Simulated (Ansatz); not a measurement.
# Ti, space group Fm-3m: a check of PAW against all-electron LAPW

Computed with Ansatz's Python interface.

Interactive session:
```pycon
>>> import ansatz as az
>>> import numpy as np
>>> def count_gap(report):
...     # lowest empty less highest filled band, counting bands; zero where they overlap
...     return max(report.get("gap_by_band_count_ev") or 0.0, 0.0)
...
>>> crystal = (
...     az.Lattice.of((0.0, 2.03, 2.03), (2.03, 0.0, 2.03), (2.03, 2.03, 0.0))
...     .atom("Ti", (0.0, 0.0, 0.0))
... )
>>> crystal.resolved().sites[-1]
Site(symbol='Ti', position=(0.0, 0.0, 0.0), moment=None, axis=None, held=None, saved=None)
>>> job = (
...     crystal.calculation()
...     .functional("pbesol")
...     .kpoints(12)
...     .occupations("gaussian")
...     .mixing("broyden")
...     .scf(max_iterations=100, lower_state_search="light", algorithm="direct_min")
...     .stress()
...     .forces()
...     .band_table()
... )
>>> variants = {
...     "PAW": job.pseudopotentials("paw"),
...     "LAPW": job.pseudopotentials("all_electron", lapw=True),
... }
>>> # totals differ by the cores that each treatment holds, so compare what does not depend on them
>>> rows = []
>>> for label, variant in variants.items():
...     summary = variant.run().report
...     levels = np.array(summary["eigenvalues_ev"][0]) - summary["fermi_energy_ev"]
...     print(label, "levels at the first k-point near E_F:", np.round(levels[np.abs(levels) < 5], 3))
...     rows.append((label, summary["n_electrons"], np.trace(summary["stress_gpa"]) / 3, count_gap(summary)))
...
DeckWarning: basis.ecutwfc = 420 eV, auto-derived from the records' recommended cutoffs: set by Ti (normal level)
PAW levels at the first k-point near E_F: [0.896 0.896 0.896 2.613 2.613]
LAPW levels at the first k-point near E_F: [0.896 0.896 0.896 2.613 2.613]
>>> print("     treatment  electrons in bands           P GPa  gap by band count eV")
     treatment  electrons in bands           P GPa  gap by band count eV
>>> for row in rows:
...     print(f"{str(row[0]):>14s}  {row[1]:18.1f}  {row[2]:14.3f}  {row[3]:20.3f}")
...
           PAW                12.0          -0.315                 0.000
          LAPW                12.0          -0.319                 0.000
```

PAW gives -0.315 GPa and LAPW -0.319 GPa, 0.005 GPa apart. They took 1.7 and 9.8 s of processor time.

The settings weren't tested for convergence. The computed bands are complete only to about 2.5 eV above the Fermi level. For a metal this k-point mesh is coarse: on a finer one energies can move by several to tens of meV an atom and pressures by half a GPa or more, differences at one mesh by less. A gap by band count of zero or less means overlapping bands, a metal. This isn't the structure that Ti takes at ambient conditions. Levels are Kohn-Sham eigenvalues on this mesh. Warnings are shown shortened and without file and line. Pressure is positive in compression; the treatments may keep other shells as core, so totals and counts of electrons can differ. Hardware and time: 12 s on 1 thread of Arm Neoverse V1, with other jobs on the host, peak memory 0.41 GiB.
